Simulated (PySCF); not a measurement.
**TiN₂: relaxation and vibrations of the singlet**

Aim: relax TiN₂ as a singlet from a linear start, check by its vibrations whether the end is a minimum, and collect its spectrum and constants.

The runs use PySCF 2.14.0; PBE0, basis Ti def2-TZVP, N def2-TZVP, no relativity, density fitting.

### 1 The starting structure

3 atoms, charge 0, spin multiplicity 1.

Bond lengths: Ti1–N2 1.770 Å, Ti1–N3 1.770 Å. Angles: N2–Ti1–N3 180.0°.

Coordinates in bohr (charge 0 multiplicity 1):
```
Ti    0.0000    0.0000    0.0000
N     0.0000    0.0000    3.3448
N     0.0000    0.0000   -3.3448
```

### 2 The SCF at the typed geometry

The steps below are one call of a driver around PySCF. For each, scf.py gives the equivalent set-up of the SCF; relaxations use the driver's own optimiser. After this first run the driver tries any further starts and a stability analysis.

Contents of scf.py:

```python
from pyscf import gto, scf, dft
mol = gto.M(atom='''
Ti     0.000000     0.000000     0.000000
N      0.000000     0.000000     1.770000
N      0.000000     0.000000    -1.770000''',
    basis={'Ti': 'def2-TZVP', 'N': 'def2-TZVP'},
    charge=0, spin=0)
mf = dft.RKS(mol, xc='PBE0')
mf.grids.atom_grid = (50, 194)
aux = {'Ti': 'def2-universal-JKFIT', 'N': 'def2-universal-JKFIT'}
mf = mf.density_fit(auxbasis=aux)
mf.conv_tol = 1e-08
mf.diis_space = 10
mf.max_cycle = 60
mf.init_guess = 'minao'
mf.verbose = 4
mf.kernel()
```

Started as:

```bash
> OMP_NUM_THREADS=2 python axn.py task.json out
```

Standard output:

```text
init E= -958.19519163219
  HOMO = -0.2943499131425  LUMO = -0.259226876687528  gap/eV = 0.95575
cycle= 1 E= -958.235434838494  delta_E= -0.0402  |g|= 0.911  |ddm|= 2.32
  HOMO = -0.35285155092648  LUMO = -0.182010970055411  gap/eV = 4.64881
cycle= 2 E= -946.001126952219  delta_E= 12.2  |g|= 8.26  |ddm|=  2.9
  HOMO = -0.192851132115157  LUMO = -0.152582855118561  gap/eV = 1.09576
cycle= 3 E= -958.222610869942  delta_E= -12.2  |g|= 1.04  |ddm|= 2.51
  HOMO = -0.255921336291713  LUMO = -0.156945298869561  gap/eV = 2.69328
cycle= 4 E= -958.431851968072  delta_E= -0.209  |g|= 0.182  |ddm|= 0.393
  HOMO = -0.251322733941322  LUMO = -0.148178498956418  gap/eV = 2.80670
cycle= 5 E= -958.435244063687  delta_E= -0.00339  |g|= 0.108  |ddm|= 0.0554
  HOMO = -0.255782145999513  LUMO = -0.153690800273687  gap/eV = 2.77805
cycle= 6 E= -958.437681444251  delta_E= -0.00244  |g|= 0.00635  |ddm|= 0.0476
  HOMO = -0.256941371705602  LUMO = -0.154919136242501  gap/eV = 2.77617
cycle= 7 E= -958.437687649161  delta_E= -6.2e-06  |g|= 0.00458  |ddm|= 0.00549
  HOMO = -0.257055893197095  LUMO = -0.154964581797095  gap/eV = 2.77805
cycle= 8 E= -958.437692479303  delta_E= -4.83e-06  |g|= 0.000584  |ddm|= 0.00272
  HOMO = -0.257045921768367  LUMO = -0.154915975298645  gap/eV = 2.77910
cycle= 9 E= -958.437692622174  delta_E= -1.43e-07  |g|= 4.17e-05  |ddm|= 0.000891
  HOMO = -0.25704362873858  LUMO = -0.154908973214478  gap/eV = 2.77923
cycle= 10 E= -958.4376926234  delta_E= -1.23e-09  |g|= 4.69e-06  |ddm|= 0.000106
  HOMO = -0.257043534877655  LUMO = -0.154908905204449  gap/eV = 2.77922
Extra cycle  E= -958.437692623364  delta_E= 3.52e-11  |g|= 1.49e-05  |ddm|= 9.08e-06
converged SCF energy = -958.437692623364
```

This step, with its further starts and checks, needed 7.6 s of wall time on 2 threads of Arm Neoverse V1, shared host.

The starts that the driver tried:

| start | energy (Eh) |
| --- | --- |
| the minimal-basis guess | -958.437693 |
| a thermally smeared density | -958.437693 |
| a smeared PBE density | -958.437693 |

No lower closed-shell solution turned up from the other starts or in the test of internal stability.

### 3 Relaxing the singlet from the linear start

The program finds D∞h symmetry in the start, which this walk keeps. Threshold on the gradient: 0.0003 Eh/bohr, with a further test on the energy change.

scf.py, as its differences from that of step 2:

```diff
@@ -15 +14,0 @@
-mf.init_guess = 'minao'
```

Energy and gradient, step by step:

| step | energy (Eh) | change (kJ/mol) | largest symmetric gradient (Eh/bohr) |
| --- | --- | --- | --- |
| 0 | -958.437693 | 0.00 | 0.09271 |
| 1 | -958.466619 | -75.95 | 0.03556 |
| 2 | -958.469565 | -83.68 | 0.01516 |
| 3 | -958.470093 | -85.07 | 0.00135 |
| 4 | -958.470097 | -85.08 | 0.00005 |

The walk took 6.6 s.

Geometry (Å) and forces (eV/Å) at some steps:

```
step 0
Ti   0.000   0.000   0.000   0.000   0.000   0.000
N    0.000   0.000   1.770   0.000   0.000  -4.767
N    0.000   0.000  -1.770   0.000   0.000   4.767
step 1
Ti   0.000   0.000   0.000   0.000   0.000   0.000
N    0.000   0.000   1.655   0.000   0.000  -1.829
N    0.000   0.000  -1.655   0.000   0.000   1.829
step 2
Ti   0.000   0.000   0.000   0.000   0.000  -0.001
N    0.000   0.000   1.586   0.000   0.000   0.780
N    0.000   0.000  -1.586   0.000   0.000  -0.779
step 3
Ti   0.000   0.000   0.000   0.000   0.000   0.000
N    0.000   0.000   1.607   0.000   0.000  -0.070
N    0.000   0.000  -1.607   0.000   0.000   0.069
step 4
Ti   0.000   0.000   0.000   0.000   0.000   0.000
N    0.000   0.000   1.605   0.000   0.000  -0.002
N    0.000   0.000  -1.605   0.000   0.000   0.003
```

It settles in D∞h symmetry, 85.1 kJ/mol below the start, after 4 steps: Ti–N 1.605 Å (×2); N–Ti–N 180.0°.

### 4 Vibrations and properties at this point

The point is checked on the finer grid, and tightened if its gradient asks for it. The Hessian and the dipole derivatives come from central differences of analytic gradients, with steps of 0.02 bohr.

scf.py, as its differences from that of step 3:

```diff
@@ -3,3 +3,3 @@
-Ti     0.000000     0.000000     0.000000
-N      0.000000     0.000000     1.770000
-N      0.000000     0.000000    -1.770000''',
+Ti     0.000000     0.000000    -0.000000
+N      0.000000    -0.000000     1.605111
+N     -0.000000     0.000000    -1.605111''',
@@ -9 +9 @@
-mf.grids.atom_grid = (50, 194)
+mf.grids.atom_grid = (75, 302)
@@ -12 +12 @@
-mf.conv_tol = 1e-08
+mf.conv_tol = 1e-10
```

This SCF starts from the last density.

Log of the central SCF (cycles and frontier levels):

```text
init E= -958.470168765573
  HOMO = -0.264245964949521  LUMO = -0.109621708059376  gap/eV = 4.20754
cycle= 1 E= -958.470168765573  delta_E= -6.82e-13  |g|= 1.46e-06  |ddm|= 8.44e-07
  HOMO = -0.264246033546378  LUMO = -0.109621757106691  gap/eV = 4.20754
Extra cycle  E= -958.470168765569  delta_E= 4.09e-12  |g|= 5.21e-06  |ddm|= 2.88e-06
converged SCF energy = -958.470168765569
```

The whole step took 16 s.

Geometry: D∞h; Ti–N 1.605 Å (×2); N–Ti–N 180.0°.

Harmonic modes (main isotopes):

```json
{"symmetry": "πu", "ω (cm⁻¹)": "223i", "IR (km/mol)": "342", "μ (u)": "18.95"}
{"symmetry": "σg+", "ω (cm⁻¹)": "883", "IR (km/mol)": "0.0", "μ (u)": "14.00"}
{"symmetry": "σu+", "ω (cm⁻¹)": "1026", "IR (km/mol)": "145", "μ (u)": "18.95"}
```

2 modes are imaginary, the largest at 223i cm⁻¹: a saddle point, not a minimum.

Properties at this point:

| Property | Result |
| --- | --- |
| Dipole moment | 0.00 D |
| Highest occupied level | -7.19 eV |
| Lowest empty level | -2.98 eV |
| Rotational constants | 0.2336 cm⁻¹ |
| Zero-point energy (real modes) | 11.4 kJ/mol |
| Principal polarisabilities | 31.8, 31.8, 71.4 bohr³ |
| Atomisation energy without zero-point energy | 628 kJ/mol |
| Principal traceless quadrupole moments about the centre of mass | -12.25, 6.13, 6.13 D Å |

Populations by atom (charges in e):

```tsv
atom	Mulliken	Löwdin	polar tensor	Mayer order to Ti1
Ti1	1.13	0.51	1.71	–
N2,3	-0.57	-0.26	-0.86	2.03
```

Outer orbital energies (eV). occupied: -42.14, -20.77, -18.12, -9.60, -9.60, -9.12, -7.19, -7.19; empty: -2.98, -2.80, -2.80, -2.55.

Mulliken populations on Ti1: s 6.03, p 12.31, d 2.48, f 0.05.

### 5 Downhill along the imaginary mode

The atoms are moved a little along the softest imaginary mode and relaxed again.

The program finds C2v symmetry in the start, which this walk keeps. The walk stops when the largest gradient is under 0.0003 Eh/bohr and the energy has settled too.

scf.py, as its differences from that of step 4:

```diff
@@ -3,3 +3,3 @@
-Ti     0.000000     0.000000    -0.000000
-N      0.000000    -0.000000     1.605111
-N     -0.000000     0.000000    -1.605111''',
+Ti     0.000019     0.070091     0.000000
+N     -0.000033    -0.120000     1.605111
+N     -0.000033    -0.120000    -1.605111''',
@@ -9 +9 @@
-mf.grids.atom_grid = (75, 302)
+mf.grids.atom_grid = (50, 194)
@@ -12 +12 @@
-mf.conv_tol = 1e-10
+mf.conv_tol = 1e-08
```

The optimiser's trace:

| step | energy (Eh) | change (kJ/mol) | largest symmetric gradient (Eh/bohr) |
| --- | --- | --- | --- |
| 0 | -958.471803 | 0.00 | 0.00767 |
| 1 | -958.472554 | -1.97 | 0.00840 |
| 2 | -958.475852 | -10.63 | 0.00651 |
| 3 | -958.476243 | -11.66 | 0.00231 |
| 4 | -958.476293 | -11.79 | 0.00069 |
| 5 | -958.476294 | -11.79 | 0.00023 |

The walk took 10 s.

Geometry (Å) and forces (eV/Å) at some steps:

```
step 0
Ti   0.000   0.070   0.000   0.000   0.356   0.000
N    0.000  -0.120   1.605   0.000  -0.178  -0.395
N    0.000  -0.120  -1.605   0.000  -0.178   0.395
step 1
Ti   0.000   0.095   0.000   0.000   0.432   0.001
N    0.000  -0.132   1.593   0.000  -0.216  -0.083
N    0.000  -0.132  -1.593   0.000  -0.216   0.082
step 3
Ti   0.000   0.306   0.000   0.000   0.119   0.000
N    0.000  -0.238   1.527   0.000  -0.059   0.101
N    0.000  -0.238  -1.527   0.000  -0.059  -0.101
step 5
Ti   0.000   0.328   0.000   0.000  -0.004   0.002
N    0.000  -0.249   1.520   0.000   0.002  -0.013
N    0.000  -0.249  -1.520   0.000   0.002   0.011
```

It settles in C2v symmetry, 11.8 kJ/mol below the start, after 5 steps: Ti–N 1.626 Å (×2); N–Ti–N 138.4°.

### 6 Vibrations and properties at this point

The same treatment as at the point before.

scf.py, as its differences from that of step 5:

```diff
@@ -3,3 +3,3 @@
-Ti     0.000019     0.070091     0.000000
-N     -0.000033    -0.120000     1.605111
-N     -0.000033    -0.120000    -1.605111''',
+Ti     0.000059     0.215048     0.000000
+N     -0.000101    -0.365369     1.518816
+N     -0.000101    -0.365369    -1.518816''',
@@ -9 +9 @@
-mf.grids.atom_grid = (50, 194)
+mf.grids.atom_grid = (75, 302)
@@ -12 +12 @@
-mf.conv_tol = 1e-08
+mf.conv_tol = 1e-10
```

Log of the central SCF (cycles and frontier levels):

```text
init E= -958.476222981336
  HOMO = -0.257017574500458  LUMO = -0.140240411272149  gap/eV = 3.17767
cycle= 1 E= -958.476222980805  delta_E= 5.31e-10  |g|= 4.91e-05  |ddm|= 2.75e-05
  HOMO = -0.257017979750445  LUMO = -0.14024089894416  gap/eV = 3.17767
cycle= 2 E= -958.476222966462  delta_E= 1.43e-08  |g|= 0.000254  |ddm|= 0.000142
  HOMO = -0.257017870865544  LUMO = -0.140240748726168  gap/eV = 3.17767
cycle= 3 E= -958.476222981359  delta_E= -1.49e-08  |g|= 2.49e-06  |ddm|= 0.000119
  HOMO = -0.257017805792266  LUMO = -0.140240669917269  gap/eV = 3.17767
cycle= 4 E= -958.476222981361  delta_E= -2.5e-12  |g|= 5.35e-07  |ddm|= 1.12e-06
  HOMO = -0.257017712789111  LUMO = -0.140240577724768  gap/eV = 3.17767
Extra cycle  E= -958.476222981357  delta_E= 4.77e-12  |g|= 1.65e-06  |ddm|= 9.5e-07
converged SCF energy = -958.476222981357
```

The whole step needed 31 s of wall time on 2 threads of Arm Neoverse V1, shared host.

Geometry: C2v; Ti–N 1.626 Å (×2); N–Ti–N 138.2°.

Modes, for the most abundant isotopes:

```csv
symmetry,ω (cm⁻¹),IR (km/mol),μ (u),type
a1,134,55.9,18.15,bend
b2,891,66.2,18.40,stretch
a1,895,14.6,14.47,stretch
```

All wavenumbers are real: a minimum.

Properties at this point:

```
Dipole moment                                                   : 3.98 D
Highest occupied level                                          : -6.99 eV
Lowest empty level                                              : -3.82 eV
Rotational constants                                            : 2.83, 0.2609, 0.2389 cm⁻¹
Zero-point energy                                               : 11.5 kJ/mol
Principal polarisabilities                                      : 23.8, 26.5, 69.7 bohr³
Atomisation energy without zero-point energy                    : 644 kJ/mol
Principal traceless quadrupole moments about the centre of mass : -13.68, 5.54, 8.14 D Å
Entropy at 298.15 K and 1 bar                                   : 261.3 J/(mol K)
Heat capacity Cp at 298.15 K                                    : 45.5 J/(mol K)
Enthalpy at 298.15 K above 0 K                                  : 11.97 kJ/mol
Rotational symmetry number                                      : 2
```

Charges (e) and bond orders:

```
atom  Mulliken  Löwdin  polar tensor  Mayer order to Ti1
 Ti1      1.01    0.40          1.24                   –
N2,3     -0.51   -0.20         -0.62                2.16
```

Mulliken populations on Ti1: s 6.03, p 12.19, d 2.74, f 0.03.

### 7 Stability of the closed shell

At the lowest minimum the closed shell is tested against spin polarisation, on the (50, 194) grid. It is unstable: an open-shell solution lies lower. That solution was not followed to a minimum here.

### 8 The points found, side by side

| spin | group | bonds | imaginary modes (cm⁻¹) | ΔE (kJ/mol) | with zero-point energy |
| --- | --- | --- | --- | --- | --- |
| singlet | C2v | Ti–N 1.626 Å (×2) | none | 0.0 | 0.0 |
| singlet | D∞h | Ti–N 1.605 Å (×2) | 223i, 223i | 15.9 | – |

### 9 Results

| quantity | value |
| --- | --- |
| minimum | singlet, C2v (closed shell, unstable towards spin polarisation) |
| geometry | Ti–N 1.626 Å (×2); N–Ti–N 138.2° |
| wavenumbers (cm⁻¹) | 134 (a1), 891 (b2), 895 (a1) |
| dipole moment | 3.98 D |
| highest occupied, lowest empty level | -6.99, -3.82 eV |
| polar-tensor charge of Ti1 | +1.24 e |
| zero-point energy | 11.5 kJ/mol |

**Reading.** The linear start (D∞h) ends in a minimum of C2v symmetry, after a stop at a second-order saddle point 15.9 kJ/mol higher, from which it was pushed off along an imaginary mode. The strongest infrared band lies at 891 cm⁻¹ (b2, stretch). Other starts or spin states, not run here, may lie lower. The closed shell proved unstable towards spin polarisation, so a lower open-shell solution exists.

The search up to here took 78 s.
